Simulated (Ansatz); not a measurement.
# TiH+ (triplet): wave-function methods side by side at distance Ti1–H2 = 3.188 Å, def2-TZVPP

An exercise on one series of results from a longer session: the logs are not shown, and one member is left open.

Computed with Ansatz 0.2.0, Gaussian basis. Level: def2-TZVPP, core rule «outside noble gas», up to 9 orbitals frozen.

The runs, in order: UHF; CCSD(T) on ROHF; CCSD(T) on UHF; CCSDT(Q) on ROHF; CCSDT(Q) on UHF; CASSCF and NEVPT2, 4 electrons in 4 orbitals; Full CI.

48 further runs of the same task are left out: 30 for a known fault of the program, 18 that didn't finish. Runs told in other sessions of the task aren't counted.

## The system

The geometry derives from a PBE0/def2-TZVP stationary point (not a proven minimum). One bond is set to the value named and the two fragments are kept rigid.

2 atoms, charge 1, spin multiplicity 3.

Atoms are counted from 1 here; the program's logs count them from 0.

No contacts short enough for the rule that draws bonds.

Set-up of the first run:

The input, in.yaml:

```yaml
crystal:
  periodic: [false, false, false]
  atoms:
    - {symbol: Ti, position_ang: [0.000000, 0.000000, 0.000000]}
    - {symbol: H, position_ang: [0.000000, 0.000000, 3.188000]}
basis:
  gaussian: {orbitals: def2-TZVPP}
total_charge: 1
magnetization: {spin_polarized: true, initial_magnetization: 2}
hamiltonian: {xc: hf}
output: {orbitals: {seedname: orbitals}}
```

Started as:

```
> ansatz run in.yaml --threads 1 --pin off --events-out ev --progress --plain --max-ram 2393MiB
```

Steps of the session up to this table: UHF; CCSD(T) on ROHF; CCSD(T) on UHF; CCSDT(Q) on ROHF; CCSDT(Q) on UHF; CASSCF and NEVPT2, 4 electrons in 4 orbitals; Full CI.

One of the session's tables, all rows but one given; the rest of the session is left out.

| method | from FCI (kcal/mol) |
| --- | --- |
| ROHF | +56.66 |
| RMP2 | ? |
| RCCSD | +1.81 |
| RCCSD(T) | +0.15 |
| RCCSDT | +0.02 |
| RCCSDT(Q) | -0.02 |
| CASSCF pair | +10.37 |
| NEVPT2 pair | +3.64 |
| FCI | 0 |

Estimate the missing values for RMP2.

The run gave: from FCI (kcal/mol): +25.42. In the column «from FCI (kcal/mol)» it lies between CASSCF pair (+10.37) and ROHF (+56.66).

Left out of the table: UHF, UMP2, UCCSD, UCCSD(T), UCCSDT, UCCSDT(Q) (another determinant or state than the rows shown). UCCSDT(Q) lies 0.11 eV below the table's zero, so the state tabled may not be the lowest.
